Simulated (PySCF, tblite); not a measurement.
# H₉NOSi₄, a small gas-phase stand-in for a defect centre: NMR shifts, core binding energies and electronic excitations

What NMR shifts, core binding energies and electronic excitations should one expect for `[SiH3]O[Si]N([SiH3])[SiH3]`? It is drawn as: twofold Si.

Programs: tblite 0.8.0 and PySCF 2.14.0. All values are calculated, for the isolated system unless a continuum is named. Atoms count from 0, parts from 1.

## (1) The system as given

15 atoms, charge 0, multiplicity 1; geometry: distance geometry start.

## (2) Geometry optimisation with GFN2-xTB

The job: settings as JSON, then the geometry in Å.

```
{"job": {"kind": "relax", "xc": "GFN2-xTB", "basis": "xTB"}, "charge": 0, "multiplicity": 1}
Si    -0.345573    -0.538918    -0.513937
O     -1.769879    -0.280293     0.507871
Si    -1.757589    -0.165721     2.267432
N      1.140078    -1.063692    -1.392154
Si     1.007083    -2.476167    -2.477967
Si     2.699079    -0.993657    -0.400335
H     -2.985928    -0.617690     2.772185
H     -0.692804    -0.993411     2.780711
H     -1.535734     1.181444     2.660769
H      1.974391    -3.471003    -2.139689
H      1.200739    -2.067979    -3.845962
H     -0.306046    -3.035053    -2.375773
H      3.199946     0.349423    -0.384115
H      2.435236    -1.426457     0.918993
H      3.677867    -1.829053    -1.003335
```

With the program's defaults for keys left out, this is: GFN2-xTB geometry optimisation, gas phase.

Run with:

```
$ OMP_NUM_THREADS=1 python cluster_run.py task.json out
```

This one command runs all jobs of the session in turn.

**Question.** The jobs that follow are: PBE0-D3(BJ)/def2-SVP geometry optimisation, gas phase; GIAO PBE0/pcSseg-1 NMR shielding, non-relativistic, gas phase; delta-SCF UKS SCAN, pcX-2 on the ionised atom, pcseg-1 elsewhere, spin-free X2C; TDDFT CAM-B3LYP/def2-SVPD, vertical, gas phase, core orbitals frozen in the response. Predict: rotational constants (main isotopes); $^{1}$H shifts against TMS (PBE0/pcSseg-1, means over atoms taken as alike); $^{29}$Si shifts against TMS (PBE0/pcSseg-1); $^{17}$O shifts against H2O (PBE0/pcSseg-1); $^{15}$N shifts against NH3 (PBE0/pcSseg-1); potential on the surface of density 0.002 e/bohr³, 1st and 99th percentile; Si2p binding energies, SCAN/pcX-2 (standing for 3 of 4 atoms); O1s binding energies, SCAN/pcX-2; N1s binding energies, SCAN/pcX-2; lowest singlet (CAM-B3LYP/def2-SVPD); brightest single state of those computed; lowest triplet; vertical ionisation energy (ΔSCF); vertical electron affinity (ΔSCF).

**Answer**, as computed:

| quantity | value |
| --- | --- |
| rotational constants (main isotopes) | 3.13, 0.79, 0.64 GHz |
| $^{1}$H shifts against TMS (PBE0/pcSseg-1, means over atoms taken as alike) | 5.34, 5.13, 5.13, 5.04, 4.87, 4.87, 4.61, 4.50 ppm |
| $^{29}$Si shifts against TMS (PBE0/pcSseg-1) | 138.0, -39.8, -56.8, -60.8 ppm |
| $^{17}$O shifts against H2O (PBE0/pcSseg-1) | 180.5 ppm |
| $^{15}$N shifts against NH3 (PBE0/pcSseg-1) | 119.2 ppm |
| potential on the surface of density 0.002 e/bohr³, 1st and 99th percentile | -0.63 V and 1.30 V |
| Si2p binding energies, SCAN/pcX-2 (standing for 3 of 4 atoms) | Si2 107.78, Si0 107.48, Si4 107.30 eV |
| O1s binding energies, SCAN/pcX-2 | O1 537.69 eV |
| N1s binding energies, SCAN/pcX-2 | N3 403.77 eV |
| lowest singlet (CAM-B3LYP/def2-SVPD) | 4.67 eV (266 nm), f = 0.064 |
| brightest single state of those computed | state 3, 6.28 eV, f = 0.220 |
| lowest triplet | 2.89 eV |
| vertical ionisation energy (ΔSCF) | 9.01 eV |
| vertical electron affinity (ΔSCF) | -0.15 eV (unbound: the value hangs on the basis) |

What this shows: The start of the PBE0/def2-SVP relaxation was shaken at random by about 0.01 Å, so part of the energy gained, and of the first lengths quoted, undoes that. The optimisation took 26 steps and gained 0.564 eV; among the close pairs (by a distance rule), N3–Si5 changed most, from 1.712 to 1.776 Å (PBE0/def2-SVP). Hydrogens of an XH3 group are listed apart at this fixed geometry; free rotation makes them one line at their mean. At PBE0/pcSseg-1: Shielding is most anisotropic at Si0 (span 521 ppm, paramagnetic term -666 ppm). By nearest atom (PBE0/pcSseg-1), the HOMO sits on Si0 67 %; O1 13 % and the LUMO on Si0 72 %; N3 11 %. At SCAN/pcX-2: The Si2p levels kept as sound span 0.47 eV, from Si4 (silicon bonded to N, 3 H) up to Si2 (silicon bonded to O, 3 H). Only 3 of the 4 Si atoms are covered by sound results. The first singlet state (HOMO→LUMO 0.98) lies at 4.67 eV and is bright; of the 6 states computed, the strongest absorption comes from state 3 at 6.28 eV (the last state computed absorbs too, and its partners may lie past the list). The lowest triplet lies 1.77 eV below the lowest singlet (triplets in Tamm-Dancoff, singlets in full TDDFT). ΔSCF puts the ionisation energy at 9.01 eV, 0.71 eV above −ε(HOMO). A capped cluster stands for the solid here, so long-range fields and strain are missing, and bands or shifts of the capping hydrogens have no counterpart in it.
